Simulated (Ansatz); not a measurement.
# BiAu (rocksalt): equation of state

An exercise on one series of results from a longer session: the logs are not shown, and one member is left open.

Computed with Ansatz 0.2.0 (DFT PBE, scalar-relativistic, plane waves, PAW, unless a step's input says otherwise).

2 further runs of the same task are left out: 1 that didn't finish, 1 set aside as unsound or not needed.

## The structure to begin with

It takes space group Fm-3m (No. 225, cubic). Conventional cell: a = 5.939 Å, b = 5.939 Å, c = 5.939 Å, α = 90.00°, β = 90.00°, γ = 90.00°. Au (site symmetry m-3m) is surrounded by 6 Bi at 2.97 Å. Around Bi (site symmetry m-3m) lie 6 Au at 2.97 Å.

Structure file:

```xyz
2
Lattice="0.0000 2.9697 2.9697 2.9697 0.0000 2.9697 2.9697 2.9697 0.0000" Properties=species:S:1:pos:R:3 pbc="T T T"
Au    2.9697    2.9697    2.9697
Bi    0.0000    0.0000    0.0000
```

An earlier run at PBE left this cell at 26.191 Å³/atom and 0.08 GPa (10×10×10 mesh).

Volume factors to run: 0.980, 1.020, 0.960, 1.040, 1.070, 1.100, 0.945.

The first run:

File input.yaml:

```yaml
crystal:
  lattice:
    - [0.0, 2.9498115221, 2.9498115221]
    - [2.9498115221, 0.0, 2.9498115221]
    - [2.9498115221, 2.9498115221, 0.0]
  atoms:
    - { symbol: Au, position: [0.5, 0.5, 0.5] }
    - { symbol: Bi, position: [0.0, 0.0, 0.0] }
basis:
  ecutwfc: 420
  ecutrho_ratio: 4
kpoints:
  mp_grid: { grid: [10, 10, 10] }
hamiltonian:
  xc: pbe
scf:
  occupations: { method: gaussian, width: 0.05 }
output:
  forces: true
  stress: true
  eigenvalues: true
```

On the command line:

```sh
$ ansatz run input.yaml --threads 2 --pin off --max-ram 2662MiB --backend cpu --events-out ev --progress --plain --runs-dir out
```

Steps of the session up to this table: At 0.980 of the relaxed volume; At 1.020 of the relaxed volume; Volume × 0.960; At 1.040 of the relaxed volume; Volume × 1.070; Volume × 1.100; Scaling the volume by 0.945.

One table of the session follows, with a row left open; its other results are not shown here.

It belongs to the step «Energy and pressure against volume». 

| volume (Å³/atom) | energy (meV/atom) | pressure (GPa) |
| --- | --- | --- |
| 24.751 | 20.68 | 4.79 |
| 25.144 | 10.74 | 3.34 |
| 25.667 | 2.71 | 1.61 |
| 26.191 | 0.00 | 0.08 |
| 26.715 | ? | ? |
| 27.239 | 8.16 | -2.47 |
| 28.025 | 24.18 | -4.01 |
| 28.810 | 47.09 | -5.29 |

**Question.** Estimate the row for volume (Å³/atom) = 26.715.

Worked estimate for «energy (meV/atom)». A straight line through the neighbours (26.191, 0.00) and (27.239, 8.16) gives 0.00 + (8.16 − 0.00) × (26.715 − 26.191) / (27.239 − 26.191) = 4.08; a parabola fitted to 4 rows on both sides gives 2.09.

**Answer.** energy (meV/atom): 1.99; pressure (GPa): -1.27. In «energy (meV/atom)» the line misses by +2.09 and the parabola by +0.10.
